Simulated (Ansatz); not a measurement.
**C₃H₉AlF₂Si: one species, many methods**

An exercise on one series of results from a longer session: the logs are not shown, and one member is left open.

Computed with Ansatz 0.2.0, Gaussian basis. Level: functionals in def2-TZVPP, the program's frozen cores in correlated methods.

The runs, in order: LDA (SPW92), PBE-D4, revPBE-D4, BLYP-D4, r2SCAN-D4, B97M-V, PBE0-D4, B3LYP-D4, r2SCANh-D4, r2SCAN0-D4, HSE06-D4, BHLYP-D4, CAM-B3LYP-D4, LC-ωPBE, ωB97X-V, ωB97M-V, B2PLYP, PBE-QIDH; CCSD(T)/def2-SVP; CCSD(T)/def2-TZVPP; MP2/def2-QZVPP; extrapolation to the limit; RPA on PBE.

## The relaxed structure

An earlier PBE0-D4 in a triple-zeta def2 set relaxation fixed the geometry.

SMILES `C[Si](C)(C)[Al]([F])[F]`, 16 atoms, charge 0, spin multiplicity 1.

Atoms are counted from 1 here; the program's logs count them from 0.

Bond lengths: C1–Si2 1.880 Å, C1–H8 1.093 Å, C1–H9 1.093 Å, C1–H10 1.095 Å, Si2–C3 1.877 Å, Si2–C4 1.881 Å, Si2–Al5 2.452 Å, C3–H11 1.092 Å, C3–H12 1.094 Å, C3–H13 1.092 Å, C4–H14 1.093 Å, C4–H15 1.095 Å, C4–H16 1.092 Å, Al5–F6 1.651 Å, Al5–F7 1.650 Å. Angles: Si2–C1–H8 111.8°, Si2–C1–H9 111.5°, Si2–C1–H10 109.8°, H8–C1–H9 108.0°, H8–C1–H10 107.8°, H9–C1–H10 107.9°, C1–Si2–C3 109.9°, C1–Si2–C4 109.1°, C1–Si2–Al5 109.0°, C3–Si2–C4 109.9°, C3–Si2–Al5 109.9°, C4–Si2–Al5 109.0°, Si2–C3–H11 111.5°, Si2–C3–H12 110.1°, Si2–C3–H13 111.5°, H11–C3–H12 108.0°, H11–C3–H13 107.7°, H12–C3–H13 107.9° and more.

Coordinates:

```xyz
16
C3H9AlF2Si
C     0.3464    0.8411    1.6511
Si    0.0109   -0.0252    0.0164
C     1.3980   -1.2314   -0.3646
C    -1.6242   -0.9468    0.1325
Al   -0.1462    1.6553   -1.7622
F    -1.2625    2.8703   -1.7048
F     0.8350    1.6629   -3.0893
H     1.3034    1.3682    1.6412
H    -0.4362    1.5659    1.8875
H     0.3786    0.1052    2.4608
H     1.2288   -1.7497   -1.3113
H     1.4679   -1.9856    0.4255
H     2.3629   -0.7236   -0.4316
H    -1.8496   -1.4886   -0.7891
H    -1.5825   -1.6760    0.9476
H    -2.4535   -0.2650    0.3346
```

Set-up of the first run:

in.yaml

```yaml
crystal:
  periodic: [false, false, false]
  atoms:
    - {symbol: C, position_ang: [0.346396, 0.841101, 1.651058]}
    - {symbol: Si, position_ang: [0.010893, -0.025155, 0.016390]}
    - {symbol: C, position_ang: [1.397981, -1.231428, -0.364620]}
    - {symbol: C, position_ang: [-1.624226, -0.946754, 0.132470]}
    - {symbol: Al, position_ang: [-0.146236, 1.655332, -1.762209]}
    - {symbol: F, position_ang: [-1.262478, 2.870332, -1.704784]}
    - {symbol: F, position_ang: [0.834959, 1.662949, -3.089322]}
    - {symbol: H, position_ang: [1.303408, 1.368188, 1.641178]}
    - {symbol: H, position_ang: [-0.436153, 1.565878, 1.887480]}
    - {symbol: H, position_ang: [0.378605, 0.105241, 2.460752]}
    - {symbol: H, position_ang: [1.228751, -1.749720, -1.311251]}
    - {symbol: H, position_ang: [1.467854, -1.985575, 0.425473]}
    - {symbol: H, position_ang: [2.362885, -0.723620, -0.431561]}
    - {symbol: H, position_ang: [-1.849637, -1.488592, -0.789085]}
    - {symbol: H, position_ang: [-1.582481, -1.676017, 0.947632]}
    - {symbol: H, position_ang: [-2.453521, -0.264958, 0.334600]}
basis:
  gaussian: {orbitals: def2-TZVPP}
hamiltonian: {xc: lda}
output: {orbitals: {seedname: orbitals}}
```

Run with:

```sh
ansatz run in.yaml --threads 2 --pin off --events-out ev --progress --plain --max-ram 20480MiB --backend cuda --devices 0, --max-vram 18GiB
```

Steps of the session up to this table: LDA; PBE-D4 (GGA); revPBE-D4 (GGA); BLYP-D4 (GGA); r2SCAN-D4 (meta-GGA); B97M-V (meta-GGA); PBE0-D4 (hybrid); B3LYP-D4 (hybrid); r2SCANh-D4 (hybrid); r2SCAN0-D4 (hybrid); HSE06-D4 (hybrid); BHLYP-D4 (hybrid); CAM-B3LYP-D4 (range-separated); LC-ωPBE (range-separated); ωB97X-V (range-separated); ωB97M-V (range-separated); B2PLYP (double hybrid); PBE-QIDH (double hybrid).

One table of the session follows, with a row left open; its other results are not shown here.

It belongs to the step «Orbital energies across the functionals». 

| functional | HOMO (eV) | gap (eV) |
| --- | --- | --- |
| LDA (SPW92) | -6.65 | 4.61 |
| PBE-D4 | -6.52 | 4.70 |
| revPBE-D4 | -6.46 | 4.75 |
| BLYP-D4 | -6.42 | 4.72 |
| r2SCAN-D4 | -6.73 | 5.12 |
| B97M-V | -6.76 | 4.99 |
| PBE0-D4 | -7.66 | 6.57 |
| B3LYP-D4 | -7.49 | 6.21 |
| r2SCANh-D4 | -7.15 | 5.80 |
| r2SCAN0-D4 | -7.79 | 6.82 |
| HSE06-D4 | -7.26 | 5.81 |
| BHLYP-D4 | -8.73 | 8.40 |
| CAM-B3LYP-D4 | -8.97 | 8.83 |
| LC-ωPBE | -10.20 | 11.17 |
| ωB97X-V | -9.90 | 10.72 |
| ωB97M-V | ? | ? |

**Question.** Estimate the row for ωB97M-V.

As computed: HOMO (eV): -9.68; gap (eV): 10.21. In the column «HOMO (eV)» it lies between ωB97X-V (-9.90) and CAM-B3LYP-D4 (-8.97).
